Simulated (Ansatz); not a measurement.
# Al: the cost of one run

Method: DFT PBEsol, scalar-relativistic, plane waves, PAW, in Ansatz 0.2.0.

### 1 Starting point

Symmetry: Cmce, No. 64, orthorhombic system. Conventional cell: a = 4.341 Å, b = 7.357 Å, c = 4.347 Å, α = 90.00°, β = 90.00°, γ = 90.00°. Al (site symmetry m) has 7 Al at 2.35 to 2.69 Å as nearest neighbours.

Coordinates:

```
Al
1.0
     2.17054   -3.67867    0.00000
     2.17054    3.67867    0.00000
     0.00000    0.00000    4.34686
Al
4
Direct
  0.15250 0.84750 0.07850
  0.65250 0.34750 0.42150
  0.84750 0.15250 0.92150
  0.34750 0.65250 0.57850
```

This is candidate A: alpha-gallium type (Cmce, No. 64).

(A quick probe on a coarse mesh, which set the mesh and smearing, is not shown.)

### 3 Rough relaxation on the coarse mesh (candidate A)

File input.yaml:

```yaml
crystal:
  lattice:
    - [2.1705443755, -3.6786701935, 0.0]
    - [2.1705443755, 3.6786701935, 0.0]
    - [0.0, 0.0, 4.3468631391]
  atoms:
    - { symbol: Al, position: [0.1525, 0.8475, 0.0785] }
    - { symbol: Al, position: [0.6525, 0.3475, 0.4215] }
    - { symbol: Al, position: [0.8475, 0.1525, 0.9215] }
    - { symbol: Al, position: [0.3475, 0.6525, 0.5785] }
basis:
  ecutwfc: 420
kpoints:
  mp_grid: { grid: [6, 6, 4] }
hamiltonian:
  xc: pbesol
scf:
  occupations: { method: gaussian, width: 0.1 }
  lower_state_search: "off"
output:
  forces: true
  stress: true
  eigenvalues: true
relax:
  adjacent_minimum: "off"
  f_tol: 0.04
  max_steps: 70
  cell: { stress_tol: 0.4 }
```

Q: Estimate wall time and peak memory on 1 thread of an x86-64 CPU, shared host.

About 8.7 s, with a peak of 0.38 GiB.
